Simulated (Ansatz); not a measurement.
**GeNH4Cl (SMILES [NH2][GeH2][Cl]): a chain of runs**

We compute a series of 18 runs (HF/STO-3G, UHF/STO-3G, HF/3-21G, UHF/3-21G, HF/6-31G*, UHF/6-31G*, B3LYP/6-31G*, PBE/def2-SVP, and more) of ClGeH4N. 

The results are computed with Ansatz 0.2.0.

## Step 1: The molecule

The species is GeNH4Cl (7 atoms), meant as a singlet with charge 0. As SMILES, `[NH2][GeH2][Cl]`. Geometry: relaxed at PBE0-D4/def2-TZVP. This is one conformer, not always the lowest. The run starts from this shape.

Bond lengths: N1–Ge2 1.818 Å, Ge2–Cl3 2.176 Å, N1–H4 1.010 Å, N1–H5 1.010 Å, Ge2–H6 1.530 Å, Ge2–H7 1.530 Å. Angles: N1–Ge2–Cl3 112.8°, N1–Ge2–H6 108.7°, N1–Ge2–H7 108.7°, Cl3–Ge2–H6 105.8°, Cl3–Ge2–H7 105.8°, Ge2–N1–H4 115.0°, Ge2–N1–H5 115.0°, H6–Ge2–H7 115.1°, H4–N1–H5 109.1°.

## Step 2: A structure relaxation at HF/STO-3G (start density atoms) (run 1)

run.yaml reads:

```yaml
basis:
  gaussian: {orbitals: STO-3G}
crystal:
  periodic: [false, false, false]
  atoms:
    - {symbol: "N", position_ang: [-0.792900, 0.515500, -0.722700]}
    - {symbol: Ge, position_ang: [0.579900, 0.003300, 0.353200]}
    - {symbol: Cl, position_ang: [0.394500, -2.054600, 1.034500]}
    - {symbol: H, position_ang: [-1.700900, 0.526800, -0.279600]}
    - {symbol: H, position_ang: [-0.858900, 0.014700, -1.597700]}
    - {symbol: H, position_ang: [0.559300, 0.864900, 1.617200]}
    - {symbol: H, position_ang: [1.880200, 0.061300, -0.450600]}
hamiltonian: {xc: hf}
output: {orbitals: {seedname: orbitals}}
relax: {f_tol: 0.002}
```

Run with:

```
$ ansatz run run.yaml --threads 1 --pin off --max-ram 3480MiB --events-out events.jsonl --progress --plain --runs-dir runs
```

Output:

```text
Warning: RAYON_NUM_THREADS=1 ignored (pool sized by the plan → 1); use --threads N
The last accepted step is kept in runs//last_step.txt (removed where the run ends without a failure and the disk answers)
[... 80 lines left out ...]
Total energy: -69728.86620885 eV, -2562.4885692521 hartree
[... 7 lines left out ...]
Dipole moment:    -0.091654     0.579884    -0.283883 e Å
```

Run time: 4.2 s. Hardware: 1 thread of AMD EPYC 9R45 (Zen 5), shared host; peak memory 0.12 GiB.

The path in brief:

| step | energy from the first frame kept (eV) | largest force (eV/Å) |
| --- | --- | --- |
| 1 | 0.0000 | 2.5672 |
| 2 | -0.2404 | 0.8922 |
| 3 | -0.2585 | 0.4242 |
| 4 | -0.2606 | 1.1288 |
| 5 | -0.2789 | 0.3308 |
| 6 | -0.2789 | 0.3957 |
| 7 | -0.2820 | 0.0683 |
| 8 | -0.2818 | 0.0932 |
| 9 | -0.2823 | 0.0307 |
| 10 | -0.2823 | 0.0045 |
| 11 | -0.2823 | 0.0016 |

After the run. Bond lengths: N1–Ge2 1.711 Å, Ge2–Cl3 2.179 Å, N1–H4 1.013 Å, N1–H5 1.013 Å, Ge2–H6 1.441 Å, Ge2–H7 1.441 Å. Angles: N1–Ge2–Cl3 111.0°, N1–Ge2–H6 110.7°, N1–Ge2–H7 110.7°, Cl3–Ge2–H6 104.9°, Cl3–Ge2–H7 104.9°, Ge2–N1–H4 122.1°, Ge2–N1–H5 122.1°, H6–Ge2–H7 114.3°, H4–N1–H5 109.8°.

## Step 3: The harmonic vibrations at HF/STO-3G (start density atoms) (run 2)

run.yaml reads:

```yaml
basis:
  gaussian:
    orbitals: STO-3G
crystal:
  periodic: [false, false, false]
  atoms:
    - symbol: N
      position_ang: [-0.764363, 0.408504, -0.662889]
    - symbol: Ge
      position_ang: [0.566323, 0.016753, 0.339348]
    - symbol: Cl
      position_ang: [0.429381, -2.038120, 1.050373]
    - symbol: H
      position_ang: [-1.688554, 0.584799, -0.286238]
    - symbol: H
      position_ang: [-0.840010, 0.068601, -1.614634]
    - symbol: H
      position_ang: [0.560022, 0.822356, 1.533510]
    - symbol: H
      position_ang: [1.798401, 0.069007, -0.405169]
magnetization:
  spin_polarized: false
  initial_magnetization: 0
phonons:
  temperatures:
    t_min: 298.15
    t_max: 298.15
    t_step: 1
hamiltonian:
  xc: hf
```

Run with:

```
$ ansatz run run.yaml --threads 1 --pin off --max-ram 3480MiB --events-out events.jsonl --progress --plain --runs-dir runs
```

Output:

```text
Warning: RAYON_NUM_THREADS=1 ignored (pool sized by the plan → 1); use --threads N
[... 138 lines left out ...]
Total energy: -69728.86619931 eV, -2562.4885689016 hartree
[... 7 lines left out ...]
Dipole moment:    -0.091654     0.579884    -0.283882 e Å
Vibrations: 230.89 318.15 421.81 468.32 595.04 781.97 863.97 1008.48 1065.24 1092.75 1964.04 2442.49 2463.09 4055.41 4229.73 cm⁻¹, zero-point energy 1.363912 eV
```

Wall time 6 s (1 thread of AMD EPYC 9R45 (Zen 5), shared host).

Runs 3 to 8 aren't shown in full; the table further down has their settings and results.

## Step 4: A geometry optimisation at HF/6-31G(d) (Cartesian functions, start density atoms) (run 9)

in.yaml reads:

```yaml
crystal:
  periodic: [false, false, false]
  atoms:
    - {symbol: "N", position_ang: [-0.792900, 0.515500, -0.722700]}
    - {symbol: Ge, position_ang: [0.579900, 0.003300, 0.353200]}
    - {symbol: Cl, position_ang: [0.394500, -2.054600, 1.034500]}
    - {symbol: H, position_ang: [-1.700900, 0.526800, -0.279600]}
    - {symbol: H, position_ang: [-0.858900, 0.014700, -1.597700]}
    - {symbol: H, position_ang: [0.559300, 0.864900, 1.617200]}
    - {symbol: H, position_ang: [1.880200, 0.061300, -0.450600]}
basis:
  gaussian: {orbitals: "6-31G*"}
hamiltonian: {xc: hf}
relax: {f_tol: 0.002}
output: {orbitals: {seedname: orbitals}}
```

Run with:

```
$ ansatz run in.yaml --threads 1 --pin off --max-ram 3480MiB --events-out events.jsonl --progress --plain --runs-dir runs
```

Output:

```text
Warning: RAYON_NUM_THREADS=1 ignored (pool sized by the plan → 1); use --threads N
[... 1 set-up line as earlier in the session ...]
[... 62 lines left out ...]
Total energy: -70515.17770425 eV, -2591.3849837269 hartree
[... 7 lines left out ...]
Dipole moment:    -0.132015     0.358205    -0.223519 e Å
```

Wall time 8.4 s (1 thread of AMD EPYC 9R45 (Zen 5), shared host); peak memory 0.17 GiB.

The path in brief:

| step | energy from the first frame kept (eV) | largest force (eV/Å) |
| --- | --- | --- |
| 1 | 0.0000 | 0.5431 |
| 2 | -0.0074 | 0.1078 |
| 3 | -0.0082 | 0.0655 |
| 4 | -0.0079 | 0.1678 |
| 5 | -0.0084 | 0.0830 |
| 6 | -0.0085 | 0.0161 |
| 7 | -0.0085 | 0.0334 |
| 8 | -0.0086 | 0.0011 |

After the run. Bond lengths: N1–Ge2 1.813 Å, Ge2–Cl3 2.190 Å, N1–H4 1.000 Å, N1–H5 1.000 Å, Ge2–H6 1.527 Å, Ge2–H7 1.527 Å. Angles: N1–Ge2–Cl3 112.3°, N1–Ge2–H6 109.5°, N1–Ge2–H7 109.5°, Cl3–Ge2–H6 105.4°, Cl3–Ge2–H7 105.4°, Ge2–N1–H4 116.4°, Ge2–N1–H5 116.4°, H6–Ge2–H7 114.7°, H4–N1–H5 109.7°.

Runs 10 to 17 aren't shown in full; the table further down has their settings and results.

## Step 5: The harmonic vibrations at MP2/6-31G(d) (Cartesian functions, start density atoms) (run 18)

run.yaml reads:

```yaml
crystal:
  periodic: [false, false, false]
  atoms:
    - {symbol: "N", position_ang: [-0.795053, 0.525227, -0.727851]}
    - {symbol: Ge, position_ang: [0.576553, -0.002371, 0.353315]}
    - {symbol: Cl, position_ang: [0.409973, -2.064960, 1.048406]}
    - {symbol: H, position_ang: [-1.707866, 0.534443, -0.279999]}
    - {symbol: H, position_ang: [-0.860135, 0.018737, -1.607121]}
    - {symbol: H, position_ang: [0.557373, 0.862818, 1.619334]}
    - {symbol: H, position_ang: [1.880354, 0.058005, -0.451785]}
basis:
  gaussian:
    orbitals: "6-31G*"
correlation:
  method: mp2
phonons:
  temperatures: {t_min: 298.15, t_max: 298.15, t_step: 1}
```

Run with:

```
$ ansatz run run.yaml --threads 1 --pin off --max-ram 3480MiB --events-out events.jsonl --progress --plain --runs-dir runs
```

Output:

```text
Warning: RAYON_NUM_THREADS=1 ignored (pool sized by the plan → 1); use --threads N
[... 26 lines left out ...]
15 core orbitals not correlated: weight in the atoms' cores, before any rotation towards them, 1.000 or more for the frozen orbitals, at most 0.000 for the correlated occupied ones
[... 87 lines left out ...]
15 core orbitals not correlated: weight in the atoms' cores, before any rotation towards them, 1.000 or more for the frozen orbitals, at most 0.000 for the correlated occupied ones
[... 83 lines left out ...]
Dipole moment:    -0.160908     0.296358    -0.217945 e Å
[... 1 line left out ...]
Checks for a lower state left out: cluster_reference
```

It took 32 s on 1 thread of AMD EPYC 9R45 (Zen 5), shared host; peak memory 0.18 GiB.

## Step 6: The series

| run | level | task | walk f tol | partner | energy (Eh) | dipole moment (D) | wall time |
| --- | --- | --- | --- | --- | --- | --- | --- |
| 1 | HF/STO-3G (start density atoms) | optimise | 0.002 | base | -2562.488569 | 3.13 | 4.2 s |
| 2 | HF/STO-3G (start density atoms) | frequencies | – | base | -2562.488569 | 3.13 | 6 s |
| 3 | UHF/STO-3G (start density atoms) | energy | – | cation | -2562.235533 | – | 0.2 s |
| 4 | UHF/STO-3G (start density atoms) | optimise | – | cation | -2562.268166 | – | 3.6 s |
| 5 | HF/3-21G (start density atoms) | optimise | 0.002 | base | -2579.193209 | 4.44 | 3.3 s |
| 6 | HF/3-21G (start density atoms) | frequencies | – | base | -2579.193210 | 4.44 | 11 s |
| 7 | UHF/3-21G (start density atoms) | energy | – | cation | -2578.860360 | – | 1.3 s |
| 8 | UHF/3-21G (start density atoms) | optimise | – | cation | -2578.887755 | – | 6.6 s |
| 9 | HF/6-31G* (Cartesian functions, start density atoms) | optimise | 0.002 | base | -2591.384984 | 2.12 | 8.4 s |
| 10 | HF/6-31G* (Cartesian functions, start density atoms) | frequencies | – | base | -2591.384983 | 2.12 | 33 s |
| 11 | UHF/6-31G* (Cartesian functions, start density atoms) | energy | – | cation | -2591.053701 | – | 3.6 s |
| 12 | UHF/6-31G* (Cartesian functions, start density atoms) | optimise | – | cation | -2591.089627 | – | 15 s |
| 13 | B3LYP/6-31G* (Cartesian functions, start density atoms) | optimise | 0.002 | base | -2594.168450 | 2.00 | 11 s |
| 14 | B3LYP/6-31G* (Cartesian functions, start density atoms) | frequencies | – | base | -2594.168450 | 2.00 | 27 s |
| 15 | PBE/def2-SVP (start density atoms) | optimise | 0.002 | base | -2593.383158 | 1.71 | 6.6 s |
| 16 | PBE/def2-SVP (start density atoms) | frequencies | – | base | -2593.383158 | 1.71 | 13 s |
| 17 | MP2/6-31G* (Cartesian functions, start density atoms) | optimise | 0.002 | base | -2591.931560 | 1.93 | 11 s |
| 18 | MP2/6-31G* (Cartesian functions, start density atoms) | frequencies | – | base | -2591.931559 | 1.93 | 32 s |

## Step 7: Outcome

```
                                                                          quantity           value
                                                  run 18, MP2/6-31G*: total energy  -2591.93156 Eh
                            run 18, MP2/6-31G*: dipole moment (correlated density)          1.93 D
                  run 18, MP2/6-31G*: correlation energy (15 core orbitals frozen)      -547.3 mEh
                                      run 18, MP2/6-31G*: largest force on an atom      0.001 eV/Å
                                    run 18, MP2/6-31G*: lowest harmonic wavenumber        189 cm⁻¹
                                   run 18, MP2/6-31G*: highest harmonic wavenumber       3670 cm⁻¹
                                             run 18, MP2/6-31G*: zero-point energy    116.1 kJ/mol
                     vertical ionisation energy (to the doublet cation), HF/STO-3G        6.885 eV
                      vertical ionisation energy (to the doublet cation), HF/3-21G        9.057 eV
                     vertical ionisation energy (to the doublet cation), HF/6-31G*        9.015 eV
adiabatic ionisation energy (to the doublet cation, no zero-point term), HF/STO-3G        5.997 eV
 adiabatic ionisation energy (to the doublet cation, no zero-point term), HF/3-21G        8.312 eV
adiabatic ionisation energy (to the doublet cation, no zero-point term), HF/6-31G*        8.037 eV
```

What this shows: At HF/STO-3G: the vertical ionisation energy comes to 6.89 eV (664 kJ/mol). In a minimal basis such a difference can be off by several eV, whatever the method. At HF/3-21G: the vertical ionisation energy comes to 9.06 eV (874 kJ/mol). At HF/6-31G*: removing an electron at fixed nuclei costs 9.01 eV (870 kJ/mol). At HF/STO-3G: the adiabatic ionisation energy (to the doublet cation, no zero-point term) is 6.00 eV (579 kJ/mol). At HF/3-21G: the adiabatic ionisation energy (to the doublet cation, no zero-point term) is 8.31 eV (192 kcal/mol). Totals of different functionals can't be ranked against each other. In runs 1, 2, 3, 4 the basis is minimal, so the values are rough. All runs together took 3.3 min, the longest 33 s.
